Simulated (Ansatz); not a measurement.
# One shape, several levels: doublet [BClF2]+

We compute a comparison of 6 runs (UHF/STO-3G, U-r2SCAN/STO-3G, UPBE/STO-3G, USVWN5/STO-3G, RPA@PBE/STO-3G, UBCCD(T)/STO-3G) of doublet [BClF2]+. 

The results are computed with Ansatz 0.2.0.

66 further runs of the same task are left out: 7 that didn't finish, 59 set aside as unsound or not needed.

## 1. The system as given

[BClF2]+ has 4 atoms, charge +1, and is taken as a doublet. As SMILES of the parent species, `FB(F)Cl`. The coordinates come from a PBE0-D4/def2-TZVP relaxation. That shape belongs to the parent species and isn't relaxed for this state.

Bond lengths: F1–B2 1.310 Å, B2–F3 1.310 Å, B2–Cl4 1.740 Å. Angles: F1–B2–F3 119.0°, F1–B2–Cl4 120.5°, F3–B2–Cl4 120.5°.

## 2. The energy at UHF/STO-3G (run 1)

Contents of in.yaml:

```yaml
crystal:
  periodic: [false, false, false]
  atoms:
    - {symbol: F, position_ang: [-0.173700, -1.254300, -0.546300]}
    - {symbol: B, position_ang: [-0.067100, -0.041300, -0.062000]}
    - {symbol: F, position_ang: [-1.011600, 0.830100, -0.317700]}
    - {symbol: Cl, position_ang: [1.307900, 0.405300, 0.905700]}
basis:
  gaussian:
    orbitals: STO-3G
total_charge: 1
magnetization:
  spin_polarized: true
  initial_magnetization: 1
hamiltonian:
  xc: hf
accuracy: high
```

Command:

```sh
$ ansatz run in.yaml --threads 1 --pin off --max-ram 2610MiB --events-out events.jsonl --progress --plain --runs-dir runs
```

The log of the run:

```text
Warning: RAYON_NUM_THREADS=1 ignored (pool sized by the plan → 1); use --threads N
Functional definition: HF
  name "HF"
  exchange = exact_x
  correlation = 0
443 factors; integrals over basis functions are off by at most 3.2e-8 eV
mean field evaluation 1: about -18357.6677 eV, gradient 2.4e1 eV
mean field evaluation 2: about -18357.7258 eV, gradient 2.4e1 eV
mean field evaluation 4: about -18362.2399 eV, gradient 1.4e0 eV
mean field evaluation 8: about -18362.2717 eV, gradient 4.2e-2 eV
mean field evaluation 16: about -18361.9709 eV, gradient 2.2e0 eV
mean field evaluation 32: about -18362.1707 eV, gradient 2.3e-1 eV
mean field evaluation 64: about -18362.2441 eV, gradient 1.0e0 eV
mean field -18362.27171056 eV, -674.8010389681 hartree, gradient 1.7e-8 eV, S^2 0.751433; 3 other end points of the search recorded, 0 dependent functions left out
reference -18362.27171056 eV, -674.8010389681 hartree; 20, 19 occupied and 4, 5 virtual orbitals, 443 factors
Total energy: -18362.27171056 eV, -674.8010389681 hartree
```

Wall time 0.4 s (1 thread of Arm Neoverse V1, shared host).

## 3. The energy at U-r2SCAN/STO-3G (run 2)

Contents of run.yaml:

```yaml
crystal:
  periodic: [false, false, false]
  atoms:
    - {symbol: F, position_ang: [-0.173700, -1.254300, -0.546300]}
    - {symbol: B, position_ang: [-0.067100, -0.041300, -0.062000]}
    - {symbol: F, position_ang: [-1.011600, 0.830100, -0.317700]}
    - {symbol: Cl, position_ang: [1.307900, 0.405300, 0.905700]}
basis:
  gaussian: {orbitals: STO-3G}
total_charge: 1
magnetization: {spin_polarized: true, initial_magnetization: 1}
hamiltonian: {xc: {name: r2SCAN}}
accuracy: high
```

Command:

```sh
$ ansatz run run.yaml --threads 1 --pin off --max-ram 2610MiB --events-out events.jsonl --progress --plain --runs-dir runs
```

The log of the run:

```text
Warning: RAYON_NUM_THREADS=1 ignored (pool sized by the plan → 1); use --threads N
Functional definition: r2SCAN
  name "r2SCAN"
  parameter k0 = 0.174
  parameter k1 = 0.065
  parameter a1 = 4.9479
  exchange = r2scan_x(k0 = k0, k1 = k1, a1 = a1)
  correlation = r2scan_c
443 factors; integrals over basis functions are off by at most 3.2e-8 eV
mean field evaluation 1: about -18398.0143 eV, gradient 1.9e1 eV
mean field evaluation 2: about -18379.3383 eV, gradient 6.0e1 eV
mean field evaluation 4: about -18400.5111 eV, gradient 7.6e0 eV
mean field evaluation 8: about -18401.1625 eV, gradient 2.5e0 eV
mean field evaluation 16: about -18401.1667 eV, gradient 1.1e-3 eV
mean field evaluation 32: about -18400.7487 eV, gradient 4.2e0 eV
mean field evaluation 64: about -18400.4733 eV, gradient 2.1e-1 eV
mean field -18401.16667575 eV, -676.2304025751 hartree, gradient 5.5e-9 eV, S^2 0.751369; 8 other end points of the search recorded, 0 dependent functions left out
reference -18401.16667619 eV, -676.2304025912 hartree; 20, 19 occupied and 4, 5 virtual orbitals, 443 factors
Total energy: -18401.16667619 eV, -676.2304025912 hartree
```

Wall time 12 s (1 thread of Arm Neoverse V1, shared host); peak memory 0.24 GiB.

Run 3 isn't shown in full; the table further down has it.

## 4. The energy at USVWN5/STO-3G (run 4)

Contents of molecule.yaml:

```yaml
crystal:
  periodic: [false, false, false]
  atoms:
    - {symbol: F, position_ang: [-0.173700, -1.254300, -0.546300]}
    - {symbol: B, position_ang: [-0.067100, -0.041300, -0.062000]}
    - {symbol: F, position_ang: [-1.011600, 0.830100, -0.317700]}
    - {symbol: Cl, position_ang: [1.307900, 0.405300, 0.905700]}
basis:
  gaussian: {orbitals: STO-3G}
hamiltonian: {xc: {name: SVWN5}}
accuracy: high
total_charge: 1
magnetization: {spin_polarized: true, initial_magnetization: 1}
```

Command:

```sh
$ ansatz run molecule.yaml --threads 1 --pin off --max-ram 2610MiB --events-out events.jsonl --progress --plain --runs-dir runs
```

The log of the run:

```text
Warning: RAYON_NUM_THREADS=1 ignored (pool sized by the plan → 1); use --threads N
Functional definition: SVWN5
  name "SVWN5"
  exchange = slater_x
  correlation = vwn5_c
443 factors; integrals over basis functions are off by at most 3.2e-8 eV
mean field evaluation 1: about -18316.5400 eV, gradient 1.8e1 eV
mean field evaluation 2: about -18295.9764 eV, gradient 6.3e1 eV
mean field evaluation 4: about -18318.0902 eV, gradient 1.0e1 eV
mean field evaluation 8: about -18319.2608 eV, gradient 2.1e0 eV
mean field evaluation 16: about -18319.2580 eV, gradient 1.1e-3 eV
mean field evaluation 32: about -18318.7570 eV, gradient 4.9e0 eV
mean field evaluation 64: about -18318.5385 eV, gradient 8.0e-3 eV
mean field -18319.25801153 eV, -673.2203146846 hartree, gradient 2.6e-8 eV, S^2 0.750598; 8 other end points of the search recorded, 0 dependent functions left out
reference -18319.25801282 eV, -673.2203147322 hartree; 20, 19 occupied and 4, 5 virtual orbitals, 443 factors
Total energy: -18319.25801282 eV, -673.2203147322 hartree
```

Run time: 2.5 s. Hardware: 1 thread of Arm Neoverse V1, shared host; peak memory 0.11 GiB.

Run 5 isn't shown in full; the table further down has it.

## 5. A single-point energy at UBCCD(T)/STO-3G (run 6)

Contents of input.yaml:

```yaml
crystal:
  periodic: [false, false, false]
  atoms:
    - {symbol: F, position_ang: [-0.173700, -1.254300, -0.546300]}
    - {symbol: B, position_ang: [-0.067100, -0.041300, -0.062000]}
    - {symbol: F, position_ang: [-1.011600, 0.830100, -0.317700]}
    - {symbol: Cl, position_ang: [1.307900, 0.405300, 0.905700]}
basis:
  gaussian:
    orbitals: STO-3G
magnetization:
  spin_polarized: true
  initial_magnetization: 1
scf:
  omitted_lower_state_checks: [cluster_reference, increment]
correlation:
  method: bccd_t
  frozen_orbitals: {B: 1, Cl: 5, F: 1}
accuracy: high
total_charge: 1
```

Command:

```sh
$ ansatz run input.yaml --threads 1 --pin off --max-ram 2610MiB --events-out events.jsonl --progress --plain --runs-dir runs
```

The log of the run (excerpt; [...] marks lines left out):

```text
Warning: RAYON_NUM_THREADS=1 ignored (pool sized by the plan → 1); use --threads N
[... 2 set-up lines as earlier in the session ...]
[...]
443 factors; integrals over basis functions are off by at most 3.2e-8 eV
[...]
mean field -18362.27171056 eV, -674.8010389681 hartree, gradient 1.7e-8 eV, S^2 0.751433; 9 other end points of the search recorded, 0 dependent functions left out
8 core orbitals not correlated: weight in the atoms' cores, before any rotation towards them, 1.000 or more for the frozen orbitals, at most 0.000 for the correlated occupied ones
reference -18362.27171056 eV, -674.8010389681 hartree; 12, 11 occupied and 4, 5 virtual orbitals, 443 factors
second order -2.70571785 eV of doubles, -0.00000000 eV of singles
cycle   1  -2.69399142 eV  change    1.2e-2 eV  update   1.1e-1
[...]
cycle  31  -2.96977549 eV  change  -2.3e-10 eV  update   1.6e-9
perturbative correction -0.39955059 eV, -0.0146832133 hartree
Total energy: -18365.64103663 eV, -674.9248594177 hartree
Checks for a lower state left out: cluster_reference, increment
```

It took 1.1 s on 1 thread of Arm Neoverse V1, shared host.

## 6. Overview of the runs

```tsv
run	level	frozen core orbitals	energy (Eh)	⟨S²⟩	wall time
1	UHF/STO-3G	–	-674.801039	0.751	0.4 s
2	U-r2SCAN/STO-3G	–	-676.230403	0.751	12 s
3	UPBE/STO-3G	–	-675.880759	0.751	4.5 s
4	USVWN5/STO-3G	–	-673.220315	0.751	2.5 s
5	RPA@PBE/STO-3G	8	-675.028197	0.751	6.6 s
6	UBCCD(T)/STO-3G	8	-674.924859	0.751	1.1 s
```

## 7. Results

| quantity | value |
| --- | --- |
| run 6: total energy | -674.92486 Eh |
| run 6: correlation energy (8 core orbitals frozen) | -123.8 mEh |
| run 6: (T) correction | -14.68 mEh |
| run 6: ⟨S²⟩ of the reference determinant | 0.751 |

Totals of different functionals can't be ranked against each other. In runs 1, 2, 3, 4, 5, 6 the basis is minimal, so the values are rough. All runs together took 27 s, the longest 12 s.
